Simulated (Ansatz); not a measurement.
# CH6AuNO: the cost of one run

Method: RKS PBE-D4/def2-SVP, in Ansatz 0.2.0.

## (1) Starting point

Bond lengths: C1–O2 1.383 Å, O2–Au3 1.984 Å, Au3–N4 2.103 Å, C1–H5 1.102 Å, C1–H6 1.102 Å, C1–H7 1.098 Å, N4–H8 1.014 Å, N4–H9 1.013 Å, N4–H10 1.014 Å. Angles: C1–O2–Au3 121.3°, O2–C1–H5 112.9°, O2–C1–H6 112.9°, O2–C1–H7 108.0°, H5–C1–H6 107.4°, H5–C1–H7 107.8°, H6–C1–H7 107.7°, O2–Au3–N4 176.6°, Au3–N4–H8 110.3°, Au3–N4–H9 110.8°, Au3–N4–H10 109.5°, H8–N4–H9 108.8°, H8–N4–H10 108.7°, H9–N4–H10 108.7°.

As a file:

```xyz
10

C    -0.3917    1.8267   -1.4978
O     0.6943    1.2162   -0.8983
Au    0.4627   -0.3389    0.3117
N     0.3398   -1.9822    1.6181
H    -0.9542    1.1470   -2.1588
H    -1.1063    2.2436   -0.7695
H    -0.0173    2.6568   -2.1116
H     0.2774   -1.6646    2.5788
H    -0.4739   -2.5485    1.4081
H     1.1693   -2.5562    1.5193
```

## (2) Relaxing end A

Contents of input.yaml:

```yaml
crystal:
  periodic: [false, false, false]
  atoms:
    - { symbol: C, position_ang: [-0.39174, 1.82673, -1.49783] }
    - { symbol: O, position_ang: [0.69425, 1.21624, -0.8983] }
    - { symbol: Au, position_ang: [0.4627, -0.33886, 0.3117] }
    - { symbol: "N", position_ang: [0.33977, -1.98221, 1.61814] }
    - { symbol: H, position_ang: [-0.95416, 1.14698, -2.1588] }
    - { symbol: H, position_ang: [-1.10631, 2.24362, -0.76946] }
    - { symbol: H, position_ang: [-0.01734, 2.65676, -2.1116] }
    - { symbol: H, position_ang: [0.27737, -1.66457, 2.57876] }
    - { symbol: H, position_ang: [-0.47389, -2.54852, 1.40812] }
    - { symbol: H, position_ang: [1.16934, -2.55617, 1.51928] }
basis:
  gaussian: { orbitals: def2-SVP }
hamiltonian:
  xc: pbe
  dispersion: d4
relax:
  f_tol: 0.015
  max_steps: 40
```

Command:

```console
> ansatz run input.yaml --threads 2 --pin off --max-ram 3072MiB --backend cpu --events-out ev --progress --plain --runs-dir out
```

What time and memory should one allow on 2 threads of AMD EPYC 7R13 (Zen 3), shared host?

About 8.1 s, with a peak of 0.17 GiB.
